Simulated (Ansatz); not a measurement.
# C2H6F3GeN: the cost of one run

The runs use Ansatz 0.2.0, Gaussian basis; the settings change from run to run.

**1. The relaxed structure**

The geometry comes from an earlier relaxation with PBE0-D4 in a triple-zeta def2 set; it is a stationary point, not always the lowest conformer.

SMILES `C[N](C)[Ge]([F])([F])[F]`, 13 atoms, charge 0, spin multiplicity 1.

Atoms are counted from 1 here; the program's logs count them from 0.

Bond lengths: C1–N2 1.448 Å, C1–H8 1.098 Å, C1–H9 1.095 Å, C1–H10 1.091 Å, N2–C3 1.448 Å, N2–Ge4 1.777 Å, C3–H11 1.095 Å, C3–H12 1.091 Å, C3–H13 1.098 Å, Ge4–F5 1.708 Å, Ge4–F6 1.708 Å, Ge4–F7 1.715 Å. Angles: N2–C1–H8 112.4°, N2–C1–H9 109.5°, N2–C1–H10 110.7°, H8–C1–H9 108.1°, H8–C1–H10 108.5°, H9–C1–H10 107.6°, C1–N2–C3 115.2°, C1–N2–Ge4 120.2°, C3–N2–Ge4 120.1°, N2–C3–H11 109.5°, N2–C3–H12 110.7°, N2–C3–H13 112.4°, H11–C3–H12 107.6°, H11–C3–H13 108.1°, H12–C3–H13 108.5°, N2–Ge4–F5 110.3°, N2–Ge4–F6 110.3°, N2–Ge4–F7 117.7° and more.

**2. PBE/def2-SVPD**

Set apart from the defaults: finite nuclei, the search for lower states set to full.

in.yaml reads:

```yaml
crystal:
  periodic: [false, false, false]
  atoms:
    - {symbol: C, position_ang: [-0.812792, -0.212958, 1.257136]}
    - {symbol: N, position_ang: [0.153164, -0.021181, 0.196044]}
    - {symbol: C, position_ang: [0.904688, -1.202236, -0.172855]}
    - {symbol: Ge, position_ang: [-0.050852, 1.305950, -0.967190]}
    - {symbol: F, position_ang: [1.416437, 1.603454, -1.789875]}
    - {symbol: F, position_ang: [-0.541326, 2.730025, -0.161149]}
    - {symbol: F, position_ang: [-1.208542, 1.099298, -2.215937]}
    - {symbol: H, position_ang: [-1.576980, -0.956975, 0.996860]}
    - {symbol: H, position_ang: [-0.298983, -0.555783, 2.161662]}
    - {symbol: H, position_ang: [-1.312538, 0.726826, 1.497063]}
    - {symbol: H, position_ang: [1.459797, -1.568886, 0.697270]}
    - {symbol: H, position_ang: [1.630469, -0.968344, -0.953270]}
    - {symbol: H, position_ang: [0.257956, -2.013890, -0.530961]}
basis:
  gaussian: {orbitals: def2-SVPD, nuclear_model: gaussian}
hamiltonian: {xc: {name: PBE}}
scf: {lower_state_search: full}
output: {forces: true}
```

Started as:

```
$ ansatz run in.yaml --threads 2 --pin off --events-out ev --progress --plain --max-ram 32768MiB --backend cpu
```

**Question.** How long does this run take on 2 threads of AMD EPYC 7R13, shared host, and how much memory does it need?

About 5.5 s, with a peak of 0.36 GiB.
